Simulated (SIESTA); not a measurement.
The system is Ga3Sb.

```
CELL_PARAMETERS angstrom
-2.15880 2.15880 4.76048
2.15880 -2.15880 4.76048
2.15880 2.15880 -4.76048
ATOMIC_POSITIONS crystal
Sb 0.00000 0.00000 0.00000
Ga 0.50000 0.50000 0.00000
Ga 0.25000 0.75000 0.50000
Ga 0.75000 0.25000 0.50000
```

The cell comes from a database or a generator and needn't be the stable form of this composition.

Base run:

```yaml
Program: SIESTA 5.4.2
Functional: PBEsol
Potentials_or_basis: PseudoDojo 0.4 standard (PBEsol files)
Basis: SZ (energy shift 0.003 Ry)
Grid_cutoff: 800 Ry
Energy_shift: 0.003 Ry
k_mesh: 9 × 9 × 9
Occupations: fermi-dirac, width 0.05 eV
Spin: no spin polarisation
```

Its results: band gap on the k mesh none (metal or under the smearing width); pressure 4.3 GPa.

Question: The run is repeated on the same cell with these changes: basis from SZ (energy shift 0.003 Ry) to TZDP (energy shift 0.003 Ry; two zetas on semicore shells). What comes out?

Answer: Band gap on the k mesh none (metal or under the smearing width); pressure -3.1 GPa.

Caveats: spin-orbit coupling is left out, which moves the levels of the heavy elements; the basis of atomic orbitals isn't converged, which shifts pressures, moduli and gaps; the basis has no polarisation orbitals (some runs).
